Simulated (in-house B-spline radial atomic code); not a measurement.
**K²⁺: density, ELF and screening along the radius**

Aim: the shell structure of K²⁺ in the radial density, the electron localisation function and the screened nuclear charge, under several settings.

The numbers are computed with in-house B-spline radial atomic code version 1 (several methods, spin-polarised, as named in each step; spherical all-electron atom at the radial basis limit), except any that are marked as measured or tabulated.

## (1) The atom as given

| Property | Result |
| --- | --- |
| element | potassium (Z = 19) |
| charge | +2 |
| electrons | 17 |
| configuration | [Ne] 3s2 3p5 |
| nucleus | point (non-relativistic runs) or finite (X2C runs) |

The outer shells:

[Ne] 3s2 3p5
```
[Ne] core
3s [↑↓]
3p [↑↓][↑↓][↑ ]
```

Where spins are not typed, each open shell is filled with up spins first.

## (2) LDA (VWN5), non-rel.

Settings, as recorded:

```ini
Z = 19
electrons = 17.0
configuration = [Ne] 3s2 3p5
hamiltonian = nr
method = lda,vwn
spin_polarised = True
```

Launch:

```
> python run_scf.py task.json out
```

task.json lists these runs, among others, and the program works through them in turn.

Main fields of the result record, rounded:

```text
status: converged
scf [iteration, energy, orbital gradient]:
  - [1, -593.302030223, 0.295]
  - [2, -595.908129531, 0.174]
  - [3, -596.794142949, 0.0507]
  - [4, -596.86769184, 0.0121]
  - [5, -596.871252916, 0.00718]
  - [6, -596.872725031, 0.000637]
  - [7, -596.872733056, 1.07e-05]
  - [8, -596.872733057, 1.04e-06]
  - [9, -596.872733057, 3.11e-08]
energy [hartree]: {"total": -596.872733057, "kinetic": 595.891401277, "nuclear": -1404.45703753, "coulomb": 242.723154705, "xc": -31.030251513}
orbitals [hartree, bohr; first row names the columns]:
  - ["name", "occ", "eps", "<r>", "<r^2>", "<1/r>", "r_max", "density_at_nucleus", "spin_orbit_zeta"]
  - ["1s up", 1.0, -129.2985, 0.081742, 0.008973, 18.496, 0.053647, 2068.6, "-"]
  - ["1s down", 1.0, -129.28791, 0.081738, 0.0089721, 18.497, 0.053646, 2068.8, "-"]
  - ["2s up", 1.0, -13.700381, 0.39124, 0.18141, 3.7549, 0.321, 168.45, "-"]
  - ["2s down", 1.0, -13.689433, 0.3911, 0.18124, 3.7555, 0.32104, 168.46, "-"]
  - ["2p up", 3.0, -11.149456, 0.35174, 0.15341, 3.6872, 0.26315, "-", 0.069051]
  - ["2p down", 3.0, -11.13591, 0.35164, 0.15327, 3.6874, 0.26323, "-", 0.069044]
  - ["3s up", 1.0, -2.0722762, 1.2389, 1.7684, 1.1267, 1.0688, 21.723, "-"]
  - ["3s down", 1.0, -2.0292134, 1.2431, 1.782, 1.1233, 1.0694, 21.59, "-"]
  - ["3p up", 3.0, -1.4626161, 1.351, 2.1408, 1.0106, 1.1277, "-", 0.0072605]
  - ["3p down", 2.0, -1.422111, 1.3598, 2.1722, 1.0048, 1.13, "-", 0.0071777]
sum_r [bohr^k]: {"-1": 73.91879, "1": 12.31065, "2": 15.61795}
density_at_nucleus [bohr^-3]: 4517.559
spin_density_at_nucleus [bohr^-3]: -0.049126
mass_velocity [hartree]: -9.420061
darwin [hartree]: 7.179728
radius_at_0.001 [bohr]: 3.088
radius_enclosing_fraction [bohr]: {"0.5": 0.4695, "0.9": 1.634, "0.99": 2.583}
slater [hartree]:
  F0(3s up,3s up): 0.72716
  F0(3s up,3s down): 0.72601
  F0(3s up,3p up): 0.69607
  G1(3s up,3p up): 0.46267
  F0(3s up,3p down): 0.69378
  F0(3s down,3s down): 0.72485
  F0(3s down,3p up): 0.69504
  F0(3s down,3p down): 0.69275
  G1(3s down,3p down): 0.4599
  F0(3p up,3p up): 0.66868
  F2(3p up,3p up): 0.3363
  F0(3p up,3p down): 0.66661
  F2(3p up,3p down): 0.33494
  F0(3p down,3p down): 0.66455
  F2(3p down,3p down): 0.3336
```

It took 0.35 s on 1 thread, shared host.

radius_at_0.001 is where the density falls to 0.001 electrons per bohr³.

Fields along the radius, from the same record (one point in 2):

```csv
r (bohr),4πr²n (1/bohr),ELF,screened charge r·V (e),reduced gradient s,4πr²(n↑−n↓)
0.00903,3.286,0.9997,18.34,0.4155,0.00000
0.0129,5.791,0.9996,18.06,0.4356,0.00006
0.0185,9.638,0.9993,17.68,0.4660,0.0003542
0.0264,14.58,0.9984,17.16,0.5116,0.001481
0.0378,19.54,0.9948,16.47,0.5818,0.005357
0.0541,22.08,0.9734,15.60,0.6860,0.01704
0.0774,20.35,0.8073,14.54,0.8065,0.04698
0.111,16.50,0.3379,13.25,0.7596,0.1082
0.158,16.64,0.3035,11.72,0.3919,0.1884
0.227,21.50,0.7000,9.914,0.3198,0.2168
0.324,21.39,0.8550,8.105,0.5346,0.1042
0.464,12.23,0.6571,6.515,0.9191,-0.002118
0.664,5.450,0.1071,5.118,0.7610,0.2786
0.950,6.072,0.6472,3.743,0.2889,0.7918
1.36,5.344,0.8784,2.644,0.6790,0.7665
1.94,2.010,0.7309,2.130,1.447,0.2964
2.78,0.2706,0.1921,2.011,3.810,0.03891
3.98,0.009918,0.003906,2.000,14.81,0.001251
```

## (3) PBE, non-rel.

Settings, as recorded:

```ini
Z = 19
electrons = 17.0
configuration = [Ne] 3s2 3p5
hamiltonian = nr
method = pbe,pbe
spin_polarised = True
```

Result record:

```text
status: converged
iterations: 9
energy [hartree]: {"total": -598.384233868, "kinetic": 597.783003386, "nuclear": -1406.50063398, "coulomb": 242.91805159, "xc": -32.5846548644}
orbitals [hartree, bohr; first row names the columns]:
  - ["name", "occ", "eps", "<r>"]
  - ["1s up", 1.0, -129.68657, 0.081552]
  - ["1s down", 1.0, -129.67723, 0.081547]
  - ["2s up", 1.0, -13.739501, 0.38981]
  - ["2s down", 1.0, -13.731559, 0.38975]
  - ["2p up", 3.0, -11.151009, 0.35107]
  - ["2p down", 3.0, -11.139359, 0.35105]
  - ["3s up", 1.0, -2.0787338, 1.2376]
  - ["3s down", 1.0, -2.0312888, 1.2415]
  - ["3p up", 3.0, -1.461855, 1.3513]
  - ["3p down", 2.0, -1.4171397, 1.3601]
sum_r [bohr^k]: {"-1": 74.02635, "1": 12.30205, "2": 15.59166}
```

It took 0.11 s on 1 thread, shared host.

Fields along the radius, from the same record (one point in 4):

```csv
r (bohr),4πr²n (1/bohr),ELF,screened charge r·V (e),reduced gradient s,4πr²(n↑−n↓)
0.00903,3.305,0.9997,18.34,0.4155,0.00001
0.0185,9.689,0.9993,17.67,0.4661,0.0003898
0.0378,19.61,0.9949,16.47,0.5824,0.005356
0.0774,20.35,0.8067,14.53,0.8088,0.04637
0.158,16.62,0.3027,11.72,0.3895,0.1864
0.324,21.45,0.8559,8.101,0.5351,0.1034
0.664,5.387,0.1043,5.119,0.7661,0.2702
1.36,5.382,0.8794,2.640,0.6802,0.7743
2.78,0.2683,0.1890,2.011,3.792,0.03824
```

## (4) Hartree-Fock, non-rel.

Settings, as recorded:

```ini
Z = 19
electrons = 17.0
configuration = [Ne] 3s2 3p5
hamiltonian = nr
method = hf
spin_polarised = True
```

Result record:

```text
status: converged
iterations: 10
energy [hartree]: {"total": -597.891992264, "kinetic": 597.891993864, "nuclear": -1406.46405943, "coulomb": 242.461293289, "exact_exchange": -31.7812199829}
orbitals [hartree, bohr; first row names the columns]:
  - ["name", "occ", "eps", "<r>"]
  - ["1s up", 1.0, -134.41368, 0.081469]
  - ["1s down", 1.0, -134.39429, 0.081458]
  - ["2s up", 1.0, -15.348311, 0.38621]
  - ["2s down", 1.0, -15.331313, 0.38604]
  - ["2p up", 3.0, -12.384585, 0.34903]
  - ["2p down", 3.0, -12.35253, 0.34981]
  - ["3s up", 1.0, -2.5574692, 1.2397]
  - ["3s down", 1.0, -2.3979109, 1.2477]
  - ["3p up", 3.0, -1.740107, 1.3561]
  - ["3p down", 2.0, -1.6686379, 1.3692]
sum_r [bohr^k]: {"-1": 74.02442, "1": 12.32581, "2": 15.65361}
```

Wall time 0.18 s (1 thread, shared host).

Fields along the radius, from the same record (one point in 4):

```csv
r (bohr),4πr²n (1/bohr),ELF,screened charge r·V (e),reduced gradient s,4πr²(n↑−n↓)
0.00904,3.309,0.9998,18.34,0.4147,0.0001004
0.0185,9.689,0.9993,17.67,0.4652,0.0006481
0.0379,19.67,0.9950,16.46,0.5823,0.005864
0.0777,20.31,0.8047,14.52,0.8120,0.04722
0.159,16.63,0.3042,11.69,0.3814,0.1904
0.326,21.46,0.8588,8.072,0.5391,0.1027
0.667,5.262,0.09649,5.114,0.7611,0.2752
1.37,5.333,0.8801,2.630,0.6832,0.7749
2.80,0.2546,0.1786,2.010,3.948,0.03224
```

## (5) TPSS, non-rel.

Settings, as recorded:

```ini
Z = 19
electrons = 17.0
configuration = [Ne] 3s2 3p5
hamiltonian = nr
method = tpss,tpss
spin_polarised = True
```

Result record:

```text
status: converged
iterations: 7
energy [hartree]: {"total": -598.616112545, "kinetic": 598.012630972, "nuclear": -1406.73868662, "coulomb": 242.935379865, "xc": -32.8254367638}
orbitals [hartree, bohr; first row names the columns]:
  - ["name", "occ", "eps", "<r>"]
  - ["1s up", 1.0, -130.0591, 0.081481]
  - ["1s down", 1.0, -130.049, 0.081476]
  - ["2s up", 1.0, -13.817382, 0.38908]
  - ["2s down", 1.0, -13.810077, 0.38903]
  - ["2p up", 3.0, -11.18013, 0.35101]
  - ["2p down", 3.0, -11.168302, 0.35099]
  - ["3s up", 1.0, -2.1020496, 1.2372]
  - ["3s down", 1.0, -2.0491654, 1.2416]
  - ["3p up", 3.0, -1.4704462, 1.3503]
  - ["3p down", 2.0, -1.4215027, 1.36]
sum_r [bohr^k]: {"-1": 74.03888, "1": 12.29675, "2": 15.56219}
```

It took 0.16 s on 1 thread, shared host.

Meta-GGA runs start from a PBE run whose iterations are not counted.

The record's radial tables, every 4th point:

```csv
r (bohr),4πr²n (1/bohr),ELF,screened charge r·V (e),reduced gradient s,4πr²(n↑−n↓)
0.00903,3.305,0.9997,18.34,0.4150,0.00010
0.0185,9.693,0.9993,17.67,0.4657,0.0006180
0.0378,19.63,0.9949,16.47,0.5821,0.005660
0.0774,20.36,0.8072,14.53,0.8095,0.04623
0.158,16.60,0.3015,11.72,0.3881,0.1863
0.324,21.44,0.8563,8.101,0.5358,0.1042
0.664,5.362,0.1024,5.119,0.7680,0.2710
1.36,5.377,0.8793,2.639,0.6762,0.7700
2.78,0.2624,0.1835,2.010,3.839,0.03663
```

## (6) Results

| run | total energy (hartree) | highest level (eV) | radius holding 50 / 90 / 99 % (bohr) | radius at n = 0.001 (bohr) | ELF minima on the full grid (bohr) |
| --- | --- | --- | --- | --- | --- |
| LDA (VWN5), non-rel. | -596.8727 | -38.698 | 0.469 / 1.63 / 2.58 | 3.09 | 0.13, 0.66 |
| PBE, non-rel. | -598.3842 | -38.562 | 0.469 / 1.63 / 2.58 | 3.09 | 0.13, 0.66 |
| Hartree-Fock, non-rel. | -597.8920 | -45.406 | 0.468 / 1.64 / 2.58 | 3.08 | 0.13, 0.67 |
| TPSS, non-rel. | -598.6161 | -38.681 | 0.469 / 1.63 / 2.57 | 3.08 | 0.13, 0.66 |

What this shows: In the first run ELF has 2 minima on the grid, which mark the borders between shells. On the record's full grid the screened charge (r times the electrostatic potential) falls from 18.9 near the nucleus to 2.00 at 4.8 bohr; far out it tends to the net charge, 2. The grid is coarse (about 20 % a step), so the places of minima are rough.

Members of this set that are not shown: 4 used exact exchange with fractional occupations of an open shell, which is unsound here.
